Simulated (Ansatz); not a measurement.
# F6S: the cost of one run

Computed with Ansatz 0.2.0 (DFT PBE0, Gaussian basis def2-TZVPP, and further levels as typed in the inputs, unless a step's input says otherwise).

## (1) Starting point

Bond lengths: S1–F2 1.570 Å, S1–F3 1.570 Å, S1–F4 1.570 Å, S1–F5 1.570 Å, S1–F6 1.570 Å, S1–F7 1.570 Å. Angles (14 of 15 angles, heavy atoms first): F2–S1–F3 180.0°, F2–S1–F4 90.0°, F2–S1–F5 90.0°, F2–S1–F6 90.0°, F2–S1–F7 90.0°, F3–S1–F4 90.0°, F3–S1–F5 90.0°, F3–S1–F6 90.0°, F3–S1–F7 90.0°, F4–S1–F5 180.0°, F4–S1–F6 90.0°, F4–S1–F7 90.0°, F5–S1–F6 90.0°, F5–S1–F7 90.0°.

Structure file:

```xyz
7

S     0.0000    0.0000    0.0000
F     1.5700    0.0000    0.0000
F    -1.5700    0.0000    0.0000
F     0.0000    1.5700    0.0000
F     0.0000   -1.5700    0.0000
F     0.0000    0.0000    1.5700
F     0.0000    0.0000   -1.5700
```

## (2) Relaxing the atoms: F6S

input.yaml reads:

```yaml
relax:
  f_tol: 0.001
  max_steps: 200
crystal:
  periodic: [false, false, false]
  atoms:
    - { symbol: S, position_ang: [0.0, 0.0, 0.0] }
    - { symbol: F, position_ang: [1.57, 0.0, 0.0] }
    - { symbol: F, position_ang: [-1.57, 0.0, 0.0] }
    - { symbol: F, position_ang: [0.0, 1.57, 0.0] }
    - { symbol: F, position_ang: [0.0, -1.57, 0.0] }
    - { symbol: F, position_ang: [0.0, 0.0, 1.57] }
    - { symbol: F, position_ang: [0.0, 0.0, -1.57] }
basis:
  gaussian: { orbitals: def2-TZVPP }
hamiltonian:
  xc: pbe0
```

Run with:

```sh
$ ansatz run input.yaml --threads 4 --pin off --max-ram 12288MiB --backend cpu --events-out ev --progress --plain --runs-dir out
```

**Question.** How long does this run take on 4 threads of Arm Neoverse N1, shared host, and how much memory does it need?

About 30 s, with a peak of 0.65 GiB.
